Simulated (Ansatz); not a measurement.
# O2Y: the cost of one run

Computed with Ansatz 0.2.0 (DFT PBE0, Gaussian basis def2-TZVPP, and further levels as typed in the inputs, unless a step's input says otherwise).

## 1. The system as given

Bond lengths: Y1–O2 1.980 Å, Y1–O3 1.980 Å, O2–O3 1.500 Å. Angles: Y1–O2–O3 67.7°, O2–Y1–O3 44.5°, Y1–O3–O2 67.7°.

Structure file:

```xyz
3

Y     0.0000    0.0000    0.0000
O     0.7500    0.0000    1.8325
O    -0.7500    0.0100    1.8325
```

## 2. Relaxing the atoms: O2Y, charge +1

The input, input.yaml:

```yaml
relax:
  f_tol: 0.001
  max_steps: 200
crystal:
  periodic: [false, false, false]
  atoms:
    - { symbol: "Y", position_ang: [0.0, 0.0, 0.0] }
    - { symbol: O, position_ang: [0.75, 0.0, 1.832457] }
    - { symbol: O, position_ang: [-0.75, 0.01, 1.832457] }
total_charge: 1
basis:
  gaussian: { orbitals: def2-TZVPP }
hamiltonian:
  xc: pbe0
```

On the command line:

```sh
ansatz run input.yaml --threads 8 --pin off --max-ram 12288MiB --backend cpu --events-out ev --progress --plain --runs-dir out
```

What time and memory should one allow on 8 threads of Arm Neoverse N1, shared host?

About 5.6 s, with a peak of 0.2 GiB.
